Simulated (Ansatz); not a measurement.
# MnIr: competing magnetic orders

Aim: compare arrangements of the moments in a cell of MnIr: parallel, none, and patterns of up and down. The runs shown use PAW and LAPW. Its runs: parallel moments (PAW and LAPW); no spin polarisation (PAW); moments start +- (PAW and LAPW).

Computed with Ansatz 0.2.0 (DFT PBEsol, with the methods named in each step, unless a step's input says otherwise).

### Step 1. Starting point

The structure is tetragonal, space group P4/mmm (No. 123). Conventional cell: a = 2.726 Å, b = 2.726 Å, c = 3.643 Å, α = 90.00°, β = 90.00°, γ = 90.00°. Mn (site symmetry 4/mmm) has 8 Ir at 2.65 Å and 4 Mn at 2.73 Å as nearest neighbours. Around Ir (site symmetry 4/mmm) lie 8 Mn at 2.65 Å and 4 Ir at 2.73 Å.

Structure file:

```xyz
4
Lattice="2.7259 -2.7259 0.0000 2.7259 2.7259 0.0000 2.7259 0.0000 3.6430" Properties=species:S:1:pos:R:3 pbc="T T T"
Mn    4.0888   -1.3629    1.8215
Mn    4.0888    1.3629    1.8215
Ir    0.0000    0.0000    0.0000
Ir    2.7259    0.0000    0.0000
```

In patterns such as +-, the signs follow the magnetic atoms in the order of the input.

Atoms are numbered in the order of the input: Mn1, Mn2, Ir3, Ir4.

### Step 2. Parallel moments, PAW

input.yaml reads:

```yaml
crystal:
  lattice:
    - [2.7258966415, -2.7258966415, 0.0]
    - [2.7258966415, 2.7258966415, 0.0]
    - [2.7258966415, 0.0, 3.643]
  atoms:
    - { symbol: Mn, position: [0.75, 0.25, 0.5], spin: 4.0 }
    - { symbol: Mn, position: [0.25, 0.75, 0.5], spin: 4.0 }
    - { symbol: Ir, position: [0.0, 0.0, 0.0] }
    - { symbol: Ir, position: [0.5, 0.5, 0.0] }
magnetization:
  spin_polarized: true
kpoints:
  mp_grid: { grid: [10, 10, 10] }
scf:
  occupations: { method: fermi_dirac, width: 0.03 }
  lower_state_search: "off"
hamiltonian:
  xc: pbesol
  pseudopotentials: { kind: paw }
output:
  forces: true
  stress: true
  eigenvalues: true
  populations: true
```

Launch:

```console
> ansatz run input.yaml --threads 2 --pin off --max-ram 6144MiB --backend cpu --events-out ev --progress --plain --runs-dir out
```

### Step 3. Parallel moments, LAPW

input.yaml: that of step 2 with these lines changed.

```diff
@@ -19,3 +19,3 @@
   xc: pbesol
-  pseudopotentials: { kind: paw }
+  pseudopotentials: { kind: all_electron, lapw: { basis_error: 0.001 } }
 output:
```

### Step 4. No spin polarisation, PAW

input.yaml reads:

```yaml
crystal:
  lattice:
    - [2.7258966415, -2.7258966415, 0.0]
    - [2.7258966415, 2.7258966415, 0.0]
    - [2.7258966415, 0.0, 3.643]
  atoms:
    - { symbol: Mn, position: [0.75, 0.25, 0.5] }
    - { symbol: Mn, position: [0.25, 0.75, 0.5] }
    - { symbol: Ir, position: [0.0, 0.0, 0.0] }
    - { symbol: Ir, position: [0.5, 0.5, 0.0] }
kpoints:
  mp_grid: { grid: [10, 10, 10] }
scf:
  occupations: { method: fermi_dirac, width: 0.03 }
  lower_state_search: "off"
hamiltonian:
  xc: pbesol
  pseudopotentials: { kind: paw }
output:
  forces: true
  stress: true
  eigenvalues: true
```

### Step 5. Moments start +-, PAW

input.yaml: that of step 4 with these lines changed.

```diff
@@ -6,6 +6,8 @@
   atoms:
-    - { symbol: Mn, position: [0.75, 0.25, 0.5] }
-    - { symbol: Mn, position: [0.25, 0.75, 0.5] }
+    - { symbol: Mn, position: [0.75, 0.25, 0.5], spin: 4.0 }
+    - { symbol: Mn, position: [0.25, 0.75, 0.5], spin: -4.0 }
     - { symbol: Ir, position: [0.0, 0.0, 0.0] }
     - { symbol: Ir, position: [0.5, 0.5, 0.0] }
+magnetization:
+  spin_polarized: true
 kpoints:
@@ -22 +24,6 @@
   eigenvalues: true
+  populations: true
+  write_density: true
+  write_potential: true
+  elf: true
+  volumetric_format: npy
```

### Step 6. Moments start +-, LAPW

input.yaml: that of step 5 with these lines changed.

```diff
@@ -19,3 +19,3 @@
   xc: pbesol
-  pseudopotentials: { kind: paw }
+  pseudopotentials: { kind: all_electron, lapw: { basis_error: 0.001 } }
 output:
@@ -25,5 +25 @@
   populations: true
-  write_density: true
-  write_potential: true
-  elf: true
-  volumetric_format: npy
```

(Steps that only read results are left out.)

Before running it: what results should come out? Wanted: lowest (for each run or level that gives them).

**Answer**, as computed:

| quantity | value |
| --- | --- |
| lowest (LAPW) | moments start +-, -197.3 meV a magnetic atom from the reference |
| lowest (PAW) | moments start +-, -196.8 meV a magnetic atom from the reference |

In words: By LAPW the lowest run is «moments start +-», 197.3 meV a magnetic atom under «parallel moments». By PAW the lowest run is «moments start +-», 196.8 meV a magnetic atom under «parallel moments». A run can end in another pattern than it began with. Only this cell's orders were tried, so longer waves of spin are out of reach. Other magnetic orders may lie lower; this is the state that the run reached. Spin-orbit coupling is left out, though the cell holds Ir; in elements this heavy it can shift bands and gaps by tenths of an eV. The k mesh (10×10×10) wasn't tested for convergence.
